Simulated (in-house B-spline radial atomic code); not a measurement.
**P⁴⁺: excited configurations**

Wanted: excitation energies of P⁴⁺ as differences of total energies (ΔSCF).

The numbers are computed with in-house B-spline radial atomic code version 1 (scalar-relativistic (spin-free one-electron X2C) r2SCAN0, spin-polarised, spherical fractional occupations, Fermi nucleus, basis-set limit), except any that are marked as measured or tabulated.

### Step 1. The system

| Property | Result |
| --- | --- |
| element | phosphorus (Z = 15) |
| charge | +4 |
| electrons | 11 |
| configuration | [Ne] 3s1 |
| Hamiltonian | scalar-relativistic (X2C) |
| nucleus | Fermi, rms radius 3.189 fm |

Outer shells as boxes (Hund's rule):

[Ne] 3s1
```
[Ne] core
3s [↑ ]
```

Where spins are not typed, each open shell is filled with up spins first.

### Step 2. Reference run

The run's settings:

```ini
Z = 15
electrons = 11.0
configuration = [Ne] 3s1
hamiltonian = x2c
method = r2scan0
spin_polarised = True
nucleus = fermi
rms_radius = 3.1889
mass_number = 31
atomic_mass = 30.97376199768
speed_of_light = 137.035999084
```

### Step 3. [Ne] 4s1

The settings differ from step 2 so:

```diff
@@ -2,3 +2,3 @@
 electrons = 11.0
-configuration = [Ne] 3s1
+configuration = [Ne] 4s1
 hamiltonian = x2c
```

### Step 4. Run with [He] 2s1 2p6 3s2

The settings differ from step 3 so:

```diff
@@ -2,3 +2,3 @@
 electrons = 11.0
-configuration = [Ne] 4s1
+configuration = [He] 2s1 2p6 3s2
 hamiltonian = x2c
```

### Step 5. [He] 2s1 2p6 3s1 4s1

The settings differ from step 4 so:

```diff
@@ -2,3 +2,3 @@
 electrons = 11.0
-configuration = [He] 2s1 2p6 3s2
+configuration = [He] 2s1 2p6 3s1 4s1
 hamiltonian = x2c
```

Q: How far above the reference does each configuration lie (order and size, in eV)?

The runs gave:

| net move | configuration | 2|M_S|+1 | energy above the reference (eV) | largest <r> (bohr) |
| --- | --- | --- | --- | --- |
| 3s → 4s | [Ne] 4s1 | 2 | 33.570 | 3.28 |
| 2s → 3s | [He] 2s1 2p6 3s2 | 2 | 185.01 | 1.54 |
| 2s → 4s | [He] 2s1 2p6 3s1 4s1 | 4 | 220.86 | 3.15 |

**Reading.** At the bottom stands 3s → 4s (33.570 eV), at the top 2s → 4s (220.86 eV). 2 of them lie more than 60 % above minus the reference's highest level (61.154 eV), in the range where a state can decay by emitting an electron. The reference has 2|M_S|+1 = 2; 1 of the configurations differ from it in spin. These are spherical averages at the typed spins, not spectroscopic levels.

Members of this set that are not shown: 11 used exact exchange with fractional occupations of an open shell, which is unsound here.
